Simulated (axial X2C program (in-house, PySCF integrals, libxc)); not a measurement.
**MnP⁺: from the state search to constants, part 1 of 2**

Aim: find the lowest determinant of MnP⁺, scan the bond at several levels and fit the constants, once spin-free and once with spin–orbit coupling.

Method: all-electron X2C, Mn dyall-cv3z, P dyall-v3z; program: an in-house X2C program for linear molecules on PySCF integrals.

All values are calculated.

### Step 1. The job

Input file task.json:

```json
{
 "zs": [
  25,
  15
 ],
 "q": 1,
 "bas": [
  "dyall-cv3z",
  "dyall-v3z"
 ],
 "levels": [
  "PBE0",
  "HF",
  "B97-3"
 ],
 "cc": true,
 "r0": 2.07,
 "thr": -2.0,
 "nmax": 90,
 "npts": 10,
 "nst": 2,
 "ntry": 6
}
```

Keys: zs atomic numbers; q charge; bas basis sets; levels methods (HF also brings MP2); cc coupled cluster on or off; r0 starting distance in Å; thr threshold in hartree for freezing inner shells (an s shell follows its p shell); nmax most natural virtual spinors; npts points asked for on the curve; nst determinants followed; ntry starts of the search.

Run with:

```console
$ python so2c.py task.json out
```

Spin-free means the one-electron spin-free X2C Hamiltonian; two-component (2c) means X2C with spin–orbit coupling and atomic mean-field two-electron Coulomb and Gaunt terms. Basis: Mn dyall-cv3z contracted to [9s10p6d3f2g], P dyall-v3z contracted to [8s7p2d1f]; Gaussian nuclei, density fitting. Masses: Mn 54.938 u, P 30.974 u.

Notation: σ, π±, δ± give the projection m of an orbital's angular momentum (0, ±1, ±2), α and β its spin, Λ and M_S the sums; ω is the projection of a spinor's total angular momentum and Ω the sum. Logs are in hartree.

The results follow Hamiltonian by Hamiltonian and level by level.

### Step 2. State search with PBE0

PBE0 moves the distance from 2.070 Å to 2.275 Å and compares determinants there.

Spin-free determinants:

```csv
ΔE (eV),state,open shells
0.00,"M_S = 3/2, Λ = 0","beyond closed shells: σα, δ+α, δ-α"
0.76,"M_S = 7/2, Λ = 0","beyond closed shells: σα, 2 × π+α, 2 × π-α, δ+α, δ-α"
1.31,"M_S = 5/2, Λ = 2","beyond closed shells: σα, 2 × π+α, π+β, π-α, δ+α, δ-α"
1.31,"M_S = 5/2, Λ = 0","beyond closed shells: σα, π+α, π+β, 2 × π-α, δ+α, δ-α"
1.79,"M_S = 1/2, Λ = 0","beyond closed shells: σβ, δ+α, δ-α"
2.06,"M_S = 3/2, Λ = 1","beyond closed shells: π+α, δ+α, δ-α"
2.19,"M_S = 5/2, Λ = 1","beyond closed shells: 2 × σα, π+α, δ+α, δ-α"
```

Two-component determinants:

```json
{"ΔE (eV)": "0.00", "state": "Ω = 3/2", "open shells": "excess of +ω over −ω: ω = 1/2, ω = -3/2, ω = 5/2"}
{"ΔE (eV)": "0.76", "state": "Ω = 7/2", "open shells": "excess of +ω over −ω: ω = -1/2, ω = 3/2, ω = 5/2"}
{"ΔE (eV)": "1.28", "state": "Ω = 5/2", "open shells": "excess of +ω over −ω: ω = 5/2"}
{"ΔE (eV)": "1.31", "state": "Ω = 1/2", "open shells": "excess of +ω over −ω: ω = -1/2, ω = -3/2, ω = 5/2"}
{"ΔE (eV)": "1.31", "state": "Ω = 9/2", "open shells": "excess of +ω over −ω: ω = 1/2, ω = 3/2, ω = 5/2"}
{"ΔE (eV)": "1.34", "state": "Ω = 5/2", "open shells": "excess of +ω over −ω: ω = 5/2"}
{"ΔE (eV)": "2.21", "state": "Ω = 7/2", "open shells": "excess of +ω over −ω: 2 × ω = 1/2, ω = 5/2"}
```

### Step 3. PBE0, spin-free

State followed: M_S = 3/2, Λ = 0 (beyond closed shells: σα, δ+α, δ-α). The scan is laid around 2.275 Å, a first estimate of the minimum, and this SCF restarts from the orbitals of the search.

The SCF at the reference distance of 2.275 Å:

```text
spin-free X2C-1e  PBE0
basis functions 154  fitting functions 890  grid points 5082
iter        total energy     max residual
   1      -1500.133469746     7.08e-05
   2      -1500.133469787     5.56e-05
   3      -1500.133469805     3.45e-05
   4      -1500.133469820     1.73e-05
   5      -1500.133469823     3.75e-06
converged
one-electron -2233.11502789  Coulomb 721.16297438  exact exchange -18.48687883  xc functional -56.92155027  nuclear repulsion 87.22701279
```

Along the bond, energies from the lowest point:

| R (Å) | E (eV) | μ (D) | HOMO (eV) | LUMO (eV) | iterations |
| --- | --- | --- | --- | --- | --- |
| 1.979 | 0.4789 | -2.92 | -12.75 | -9.01 | 22 |
| 2.070 | 0.1955 | -3.09 | -12.77 | -8.87 | 12 |
| 2.139 | 0.0750 | -3.19 | -12.77 | -8.76 | 12 |
| 2.207 | 0.0143 | -3.27 | -12.76 | -8.66 | 11 |
| 2.275 | 0.0000 | -3.32 | -12.74 | -8.56 | 5 |
| 2.355 | 0.0272 | -3.35 | -12.72 | -8.49 | 11 |
| 2.434 | 0.0880 | -3.34 | -12.70 | -8.54 | 11 |
| 2.537 | 0.1974 | -3.30 | -12.67 | -8.59 | 11 |
| 2.662 | 0.3556 | -3.20 | -12.60 | -8.59 | 11 |
| 2.844 | 0.5950 | -3.06 | -12.49 | -8.53 | 12 |

Dipoles are positive if P is the positive end and refer to the centre of mass.

Outer orbitals at the reference distance:

```json
{"symmetry": "σβ", "occupied": "yes", "ε (eV)": "-22.45", "atomic character": "75% P s, 10% Mn p, 7% Mn d"}
{"symmetry": "σα", "occupied": "yes", "ε (eV)": "-20.17", "atomic character": "65% P s, 17% Mn d, 9% Mn p"}
{"symmetry": "δ-α", "occupied": "yes", "ε (eV)": "-17.09", "atomic character": "100% Mn d"}
{"symmetry": "δ+α", "occupied": "yes", "ε (eV)": "-17.09", "atomic character": "100% Mn d"}
{"symmetry": "π+α", "occupied": "yes", "ε (eV)": "-16.99", "atomic character": "98% Mn d"}
{"symmetry": "π-α", "occupied": "yes", "ε (eV)": "-16.99", "atomic character": "98% Mn d"}
{"symmetry": "σα", "occupied": "yes", "ε (eV)": "-16.67", "atomic character": "83% Mn d, 10% P s, 3% P p"}
{"symmetry": "σβ", "occupied": "yes", "ε (eV)": "-13.62", "atomic character": "71% P p, 10% Mn s, 10% Mn d"}
{"symmetry": "π+β", "occupied": "yes", "ε (eV)": "-13.05", "atomic character": "81% P p, 14% Mn d, 5% Mn p"}
{"symmetry": "π-β", "occupied": "yes", "ε (eV)": "-13.05", "atomic character": "81% P p, 14% Mn d, 5% Mn p"}
{"symmetry": "σα", "occupied": "yes", "ε (eV)": "-12.74", "atomic character": "47% P p, 44% Mn s, 5% P s"}
{"symmetry": "π+α", "occupied": "no", "ε (eV)": "-8.56", "atomic character": "73% P p, 22% Mn p, 4% Mn d"}
{"symmetry": "π-α", "occupied": "no", "ε (eV)": "-8.56", "atomic character": "73% P p, 22% Mn p, 4% Mn d"}
{"symmetry": "σα", "occupied": "no", "ε (eV)": "-8.41", "atomic character": "39% Mn p, 29% P p, 28% Mn s"}
{"symmetry": "σβ", "occupied": "no", "ε (eV)": "-8.15", "atomic character": "50% Mn d, 43% Mn s, 3% P p"}
```

PBE0 fields in the half plane through the axis: z from -2.4 to 4.5 Å across, distance from the axis 0.15 to 2.25 Å upwards; Mn lies at z = 0 and P at z = 2.275 Å; the ELF is damped to zero where the density is low.

log10 density (e/bohr³). Ten even steps from '0' (-4.99 ) to '9' (1.39 ):
```
000112222222222222221110
001122233333333333322211
011223333344444444333221
112233444444444554443321
122334455555555555544322
123345566655556666554432
123345678766666676655432
123445789876666997655432
```

ELF. Ten even steps from ' ' (0.00 ) to '@' (0.94 ):
```
                ....................            
          ......::::::::::::----------::        
        ......::::----====++++********++--..    
      ..........::::--++****##%%%%%%%%##**--    
      ........::::..::++##%%%%%%@@@@@@@@%%++::  
      ......::==++--::--##%%%%****@@@@@@@@##==..
      ....::++%%%%%%--::##%%::......@@@@@@%%++..
        ..::##**##****::####..@@%%::**@@@@%%**::
```

Re = 2.265 Å, ωe = 328 cm⁻¹, ωexe = 1.86 cm⁻¹, Be = 0.1658 cm⁻¹, De = 1.80 eV, μ = -3.31 D. ⟨S²⟩ = 5.56 against 3.75 for a pure state, so this determinant mixes spins.

### Step 4. HF, spin-free

The SCF at the reference distance of 2.275 Å:

```text
spin-free X2C-1e  HF
basis functions 154  fitting functions 890  grid points 5082
iter        total energy     max residual
   1      -1498.672556032     2.04e-01
   2      -1498.713664838     1.36e-02
   3      -1498.720087350     2.73e-02
   4      -1498.721233973     5.33e-03
   5      -1498.721634579     4.69e-03
   6      -1498.722112857     6.50e-03
   7      -1498.722268208     3.65e-03
   8      -1498.722329459     6.26e-04
   9      -1498.722335610     3.32e-04
  10      -1498.722336414     1.37e-04
  11      -1498.722336574     4.23e-05
  12      -1498.722336607     2.64e-05
  13      -1498.722336612     9.71e-06
  14      -1498.722336612     1.29e-06
converged
one-electron -2232.63140651  Coulomb 720.80731368  exact exchange -74.12525658  xc functional 0.00000000  nuclear repulsion 87.22701279
```

No constants are quoted: the lowest point is the long end of the scan.

### Step 5. B97-3, spin-free

The SCF at the reference distance of 2.275 Å:

```text
spin-free X2C-1e  B97-3
basis functions 154  fitting functions 890  grid points 5082
iter        total energy     max residual
   1      -1500.290456512     2.74e-02
   2      -1500.292252448     1.24e-02
   3      -1500.292974923     5.11e-03
   4      -1500.293134101     4.26e-03
   5      -1500.293347923     1.71e-03
   6      -1500.293371145     7.83e-04
   7      -1500.293380139     1.20e-04
   8      -1500.293380434     6.24e-05
   9      -1500.293380497     2.03e-05
  10      -1500.293380501     7.03e-06
converged
one-electron -2233.19452458  Coulomb 721.24273023  exact exchange -19.91194898  xc functional -55.65664996  nuclear repulsion 87.22701279
```

Re = 2.280 Å, ωe = 327 cm⁻¹, ωexe = 1.6 cm⁻¹, Be = 0.1637 cm⁻¹, De = 2.14 eV, μ = -3.28 D. ⟨S²⟩ = 5.48 against 3.75 for a pure state, so this determinant mixes spins.

### Step 6. MP2 and beyond, spin-free

Correlated methods: 11 electrons correlated (frozen shells, counted by type: Mn 3 s, 2 p; P 2 s, 1 p), 233 virtual spinors in MP2, 90 natural virtuals in coupled cluster.

Output of the correlated part at 2.275 Å:

```text
correlated 11  virtual 233  natural virtual 90  E(MP2) -0.207447811  MP2 remainder -0.008956913
iter   CCSD correlation   residual
   1     -0.216928286   1.08e-01
   2     -0.224187495   5.23e-02
   3     -0.226185246   2.88e-02
   4     -0.227528637   1.81e-02
   5     -0.227951557   7.79e-03
   6     -0.228036594   3.74e-03
   7     -0.228077924   2.07e-03
   8     -0.228074538   1.17e-03
   9     -0.228078242   5.78e-04
  10     -0.228082894   2.57e-04
  11     -0.228085616   1.18e-04
  12     -0.228086033   5.65e-05
  13     -0.228086149   3.13e-05
  14     -0.228086464   1.62e-05
  15     -0.228086935   9.22e-06
  16     -0.228087183   4.64e-06
  17     -0.228087281   2.57e-06
  18     -0.228087313   1.58e-06
  19     -0.228087332   8.90e-07
(T) -0.008806180  T1 0.0513  D1 0.1154  max T2 0.080
```

T1 in the output is the amplitude norm over the root of the electron number; divide by √2 for the Lee–Taylor value.

MP2: No constants are quoted: the reference is strongly spin-contaminated.

CCSD: No constants are quoted: too few points lie around the minimum for a second fit to confirm the first.

CCSD(T): No constants are quoted: too few points lie around the minimum for a second fit to confirm the first.

### Step 7. A higher determinant, spin-free

State: M_S = 7/2, Λ = 0 (beyond closed shells: σα, 2 × π+α, 2 × π-α, δ+α, δ-α).

Output at the reference distance:

```text
spin-free X2C-1e  PBE0
basis functions 154  fitting functions 890  grid points 5082
iter        total energy     max residual
   1      -1500.105585680     3.81e-05
   2      -1500.105585708     1.45e-05
   3      -1500.105585713     1.06e-05
converged
one-electron -2232.91437935  Coulomb 721.01712708  exact exchange -18.49983377  xc functional -56.93551247  nuclear repulsion 87.22701279
```

| R (Å) | E above the lowest PBE0 point (eV) |
| --- | --- |
| 1.979 | 2.119 |
| 2.070 | 1.470 |
| 2.139 | 1.138 |
| 2.207 | 0.908 |
| 2.275 | 0.759 |
| 2.355 | 0.665 |
| 2.434 | 0.638 |
| 2.537 | 0.671 |
| 2.662 | 0.780 |

Re = 2.436 Å, ωe = 321 cm⁻¹, ωexe = 1.55 cm⁻¹, Be = 0.1434 cm⁻¹, μ = -4.02 D. Te = 0.64 eV.

### Step 8. The spin-free curves together

Energy (eV) of the followed determinant, spin-free, from each level's lowest point:

| R (Å) | PBE0 | HF | MP2 (spin-contaminated) | CCSD | CCSD(T) | B97-3 |
| --- | --- | --- | --- | --- | --- | --- |
| 1.979 | 0.479 | 1.930 | 0.934 | n/a | n/a | 0.522 |
| 2.070 | 0.196 | 1.275 | 0.489 | 0.431 | 0.383 | 0.225 |
| 2.139 | 0.075 | 0.919 | 0.271 | 0.236 | 0.203 | 0.093 |
| 2.207 | 0.014 | 0.651 | 0.129 | 0.109 | 0.087 | 0.023 |
| 2.275 | 0.000 | 0.450 | 0.047 | 0.035 | 0.024 | 0.000 |
| 2.355 | 0.027 | 0.281 | 0.004 | 0.000 | 0.000 | 0.020 |
| 2.434 | 0.088 | 0.163 | 0.000 | 0.005 | 0.015 | 0.076 |
| 2.537 | 0.197 | 0.068 | 0.029 | 0.049 | 0.072 | 0.183 |
| 2.662 | 0.356 | 0.011 | 0.094 | n/a | n/a | 0.346 |
| 2.844 | 0.595 | 0.000 | 0.214 | n/a | n/a | 0.600 |

(Continued in part 2 of 2.)
